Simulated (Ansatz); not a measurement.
# NaTeO3 and its elements: a formation energy from the elements

Computed with Ansatz's Python interface.

At the Python prompt:
```pycon
>>> from collections import Counter
>>> import warnings
>>> import ansatz as az
>>> from ase import Atoms
>>> import numpy as np
>>> POLARISED = {"O2"}
>>> GASES = {"O2"}
>>> def compute(name, crystal):
...     calc = (
...         crystal.calculation()
...         .functional(az.Functional.PBESOL)
...         .mixing("msr1", ndim=12, beta=0.4)
...         .scf(tolerance=1e-08, max_iterations=150)
...         .basis(520)
...         .kpoints(spacing=0.3)
...         .occupations("fermi_dirac", width=0.02)
...         .stress()
...     )
...     if name in POLARISED:
...         calc = calc.spin("collinear")
...     if name in GASES:
...         return calc.kpoints(1, 1, 1).relax(force_tolerance=0.02, max_steps=40).run(threads=1)
...     calc = calc.relax(force_tolerance=0.02, max_steps=40, cell=True)
...     return calc.run(threads=1)
...
>>> def counts(outcome):
...     return Counter(site.symbol for site in outcome.lattice.sites)
...
>>> def formation_energy(outcome, mu):
...     n = counts(outcome)
...     return (outcome.report["energy_sigma0_ev"] - sum(k * mu[element] for element, k in n.items())) / sum(n.values())
...
>>> def volume_per_atom(outcome):
...     return abs(np.linalg.det(outcome.lattice.cell_ang)) / len(outcome.lattice.sites)
...
>>> warnings.simplefilter("ignore")
>>> phases = {}
>>> nateo3 = (
...     az.Lattice.from_parameters(4.066369, 4.066369, 4.066369, alpha=90.0, beta=90.0, gamma=90.0)
...     .atom("Na", [0.0, 0.0, 0.0])
...     .atom("Te", [0.5, 0.5, 0.5])
...     .atom("O", [0.5, 0.5, 0.0])
...     .atom("O", [0.5, 0.0, 0.5])
...     .atom("O", [0.0, 0.5, 0.5])
... )
>>> phases["NaTeO3"] = nateo3
>>> na = (
...     az.Lattice.from_parameters(3.708321, 3.708321, 3.708321, alpha=109.47122, beta=109.47122, gamma=109.47122)
...     .atom("Na", [0.0, 0.0, 0.0])
... )
>>> phases["Na"] = na
>>> te = (
...     az.Lattice.from_parameters(4.454, 4.454, 5.924, alpha=90.0, beta=90.0, gamma=120.0)
...     .atom("Te", [0.269, 0.0, 1 / 3])
...     .atom("Te", [0.0, 0.269, 2 / 3])
...     .atom("Te", [0.731, 0.731, 0.0])
... )
>>> phases["Te"] = te
>>> atoms = Atoms(
...     ["O", "O"],
...     scaled_positions=[
...         [0.5, 0.5, 0.4385],
...         [0.5, 0.5, 0.5615],
...     ],
...     cell=[
...         [9.0, 0.0, 0.0],
...         [0.0, 9.5, 0.0],
...         [0.0, 0.0, 10.0],
...     ],
...     pbc=True,
... )
>>> atoms.set_initial_magnetic_moments([1.0, 1.0])
>>> o2 = az.Crystal.from_ase(atoms)
>>> phases["O2"] = o2
>>> done = {}
>>> for name, crystal in phases.items():
...     done[name] = compute(name, crystal)
...     print(f"{name}: {done[name].report['energy_sigma0_ev']:.4f} eV, {len(done[name].lattice.sites)} atoms")
...
NaTeO3: -10058.3367 eV, 5 atoms
Na: -1475.8697 eV, 1 atoms
Te: -20704.5295 eV, 3 atoms
O2: -1116.5819 eV, 2 atoms
>>> # energy of one atom in its reference phase
>>> references = {"Na": "Na", "Te": "Te", "O": "O2"}
>>> mu = {element: done[name].report["energy_sigma0_ev"] / len(done[name].lattice.sites) for element, name in references.items()}
>>> target = done["NaTeO3"]
>>> heat = formation_energy(target, mu)
>>> for element, value in mu.items():
...     print(f"mu({element}) = {value:.4f} eV from {references[element]}, {volume_per_atom(done[references[element]]):.2f} A^3/atom")
...
mu(Na) = -1475.8697 eV from Na, 36.24 A^3/atom
mu(Te) = -6901.5098 eV from Te, 32.16 A^3/atom
mu(O) = -558.2909 eV from O2, 427.50 A^3/atom
>>> print(f"formation energy of NaTeO3: {heat:.4f} eV/atom = {96.4853 * heat:.1f} kJ/mol of atoms")
formation energy of NaTeO3: -1.2169 eV/atom = -117.4 kJ/mol of atoms
```

The formation energy is -1.217 eV an atom (-117.4 kJ per mole of atoms), so NaTeO3 lies below the reference phases.

Caveats:
- The settings weren't tested for convergence.
- Other magnetic orders than the one started from may lie lower.
- For the metals among these phases the mesh is modest: differences between phases can be off by up to 40 meV an atom.
- The program warned that this SCF threshold is loose for forces or stresses.
- The cells come from databases of deposited and of computed structures, and not all need be stable phases.
- The compound is the structure given, not necessarily its lowest; energies are at zero temperature, with no correction for gases. Magnetic phases start from parallel moments and may not end in their lowest magnetic state. A semilocal functional's error on such energies is often 0.05 to 0.1 eV an atom, and 0.1 to 0.3 eV against gases such as O2 or F2.
- The script silences warnings, which a real study should read.
- Wall time of the script: 97 s on 1 thread of Arm Neoverse V1, with other jobs on the host, peak memory 0.89 GiB.
